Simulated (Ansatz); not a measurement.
# HfN (rocksalt): a single-point run

Wanted: a converged single-point run for HfN (rocksalt), and a check of what comes out. The structure is shown as the input types it.

Program: Ansatz 0.2.0. Level of theory: DFT r2SCAN, scalar-relativistic, plane waves, PAW. These are calculated values, not measurements.

1 further run of the same task is left out (for a known fault of the program).

**1. The system as given**

Symmetry: Fm-3m, No. 225, cubic system. Conventional cell: a = 4.525 Å, b = 4.525 Å, c = 4.525 Å, α = 90.00°, β = 90.00°, γ = 90.00°. Hf (site symmetry m-3m) is surrounded by 6 N at 2.26 Å. N (site symmetry m-3m) is surrounded by 6 Hf at 2.26 Å.

Structure file:

```
CELL_PARAMETERS angstrom
0.00000 2.26239 2.26239
2.26239 0.00000 2.26239
2.26239 2.26239 0.00000
ATOMIC_POSITIONS crystal
Hf 0.50000 0.50000 0.50000
N 0.00000 0.00000 0.00000
```

**2. Input and run**

The input, input.yaml:

```yaml
crystal:
  lattice:
    - [0.0, 2.2623875418, 2.2623875418]
    - [2.2623875418, 0.0, 2.2623875418]
    - [2.2623875418, 2.2623875418, 0.0]
  atoms:
    - { symbol: Hf, position: [0.5, 0.5, 0.5] }
    - { symbol: "N", position: [0.0, 0.0, 0.0] }
basis:
  ecutwfc: 30
  ecutrho_ratio: 4
kpoints:
  mp_grid: { grid: [12, 12, 12] }
hamiltonian:
  xc: r2scan
scf:
  occupations: { method: gaussian, width: 0.05 }
  max_iter: 100
output:
  forces: true
  stress: true
```

Started as:

```bash
> ansatz run input.yaml --threads 4 --pin off --max-ram 7168MiB --backend cpu --events-out ev --progress --plain --runs-dir out
```

Q: Will this input give a usable result? If not, why, and what should change?

The run ended at the input check. Its message: «inconsistent input (basis.ecutwfc, kpoints): the smallest per-k basis holds n_pw = 6 plane waves (k-point 27, counted from 0 among those solved) but the deck needs at least 17 band(s) per channel ...»

In the input, basis.ecutwfc is 30. The cutoff lies far under what these potentials need. At this value the smallest basis holds 6 plane waves, fewer than the 17 bands to be solved.

What to do: set basis.ecutwfc to 500.
